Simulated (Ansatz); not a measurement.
# CCl₃NOTi: how energies converge with the basis set

Aim: see how fast density functionals converge with the basis set for CCl₃NOTi.

Computed with Ansatz 0.2.0, Gaussian basis. Level: one geometry, several basis sets.

Plan: PBE0-D4/def2-SVP; ωB97M-V/def2-SVP; PBE0-D4/def2-QZVPP; ωB97M-V/def2-QZVPP; the functionals' def2-TZVPP values are taken from earlier runs.

### Step 1. The relaxed structure

The geometry comes from an earlier relaxation with PBE0-D4 in a triple-zeta def2 set; it is a stationary point, not always the lowest conformer.

SMILES `O=C=[N][Ti]([Cl])([Cl])[Cl]`, 7 atoms, charge 0, spin multiplicity 1.

Atoms are counted from 1 here; the program's logs count them from 0.

Bond lengths: O1–C2 1.158 Å, C2–N3 1.206 Å, N3–Ti4 1.849 Å, Ti4–Cl5 2.168 Å, Ti4–Cl6 2.168 Å, Ti4–Cl7 2.168 Å. Angles: O1–C2–N3 180.0°, C2–N3–Ti4 179.8°, N3–Ti4–Cl5 109.0°, N3–Ti4–Cl6 108.9°, N3–Ti4–Cl7 108.9°, Cl5–Ti4–Cl6 110.0°, Cl5–Ti4–Cl7 110.0°, Cl6–Ti4–Cl7 110.0°.

Geometry (Å):

```
O     1.44736   -2.51197    1.40520
C     0.92761   -1.61010    0.89669
N     0.38635   -0.67120    0.36735
Ti   -0.43855    0.76944   -0.44629
Cl    1.02490    1.84787   -1.62736
Cl   -1.25710    2.06850    1.08411
Cl   -2.02936    0.03946   -1.72541
```

### Step 2. PBE0-D4 in def2-SVP

Input file in.yaml:

```yaml
crystal:
  periodic: [false, false, false]
  atoms:
    - {symbol: O, position_ang: [1.447363, -2.511968, 1.405200]}
    - {symbol: C, position_ang: [0.927609, -1.610098, 0.896693]}
    - {symbol: N, position_ang: [0.386346, -0.671197, 0.367347]}
    - {symbol: Ti, position_ang: [-0.438547, 0.769440, -0.446288]}
    - {symbol: Cl, position_ang: [1.024897, 1.847870, -1.627359]}
    - {symbol: Cl, position_ang: [-1.257105, 2.068496, 1.084112]}
    - {symbol: Cl, position_ang: [-2.029362, 0.039457, -1.725405]}
basis:
  gaussian: {orbitals: def2-SVP}
hamiltonian: {xc: pbe0, dispersion: d4}
output: {orbitals: {seedname: orbitals}}
```

Started as:

```
> ansatz run in.yaml --threads 4 --pin off --events-out ev --progress --plain --max-ram 11315MiB
```

The runs that follow: ωB97M-V in def2-SVP; PBE0-D4 in def2-QZVPP; ωB97M-V in def2-QZVPP.

**Question.** What will the summary of the whole plan be? Wanted: PBE0-D4: double and triple zeta above quadruple; ωB97M-V: double and triple zeta above quadruple.

The runs gave:

| quantity | value |
| --- | --- |
| PBE0-D4: double and triple zeta above quadruple | 23.13, 1.77 eV |
| ωB97M-V: double and triple zeta above quadruple | 22.97, 1.66 eV |

For PBE0-D4 the step from double to triple zeta gains 21.36 eV and the next only 1.77 eV. These are total energies; as a rule much of such shifts cancels in differences, which this series doesn't test.
